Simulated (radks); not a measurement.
**B⁴⁺ in 2s1: an all-electron calculation**

Aim: the levels, the sizes of the orbitals and the parts of the energy of the boron ion B4+.

Method: non-relativistic Kohn-Sham, LDA (Slater exchange, Perdew-Zunger correlation), spin-polarised, spherical densities, point nucleus; open shells are filled with parallel spins first. Code: radks (a radial shooting solver on a logarithmic mesh, Libxc functionals) version 1.

## 1. Starting point

* element: boron (Z = 5)
* charge: +4
* electrons: 1
* configuration: 2s1

The outer shells:

B⁴⁺
```
2s [↑ ]
```

## 2. The run

Settings of this run:

```text
Z 5
configuration 2s1
relativity non-relativistic
functional lda,pz
spin polarised
nucleus point
```

**Question.** What will this run give?

As calculated:

```
                        quantity                   value
                    total energy        -3.11707 hartree
exchange-correlation share of it                 11.82 %
                            −T/E                  0.9953
          highest occupied level       2s up, -77.780 eV
    most extended occupied level  2s up, <r> = 1.20 bohr
 radius at density 0.001 e/bohr³               2.33 bohr
    maxima of the radial density                       2
```

What this shows: The radial density shows 2 maxima for 1 occupied principal shells. −T/E = 0.9953, near the virial value of 1. This is not the tabulated ground configuration, so its levels and sizes aren't those of the ground state, and no measured value stands beside it.
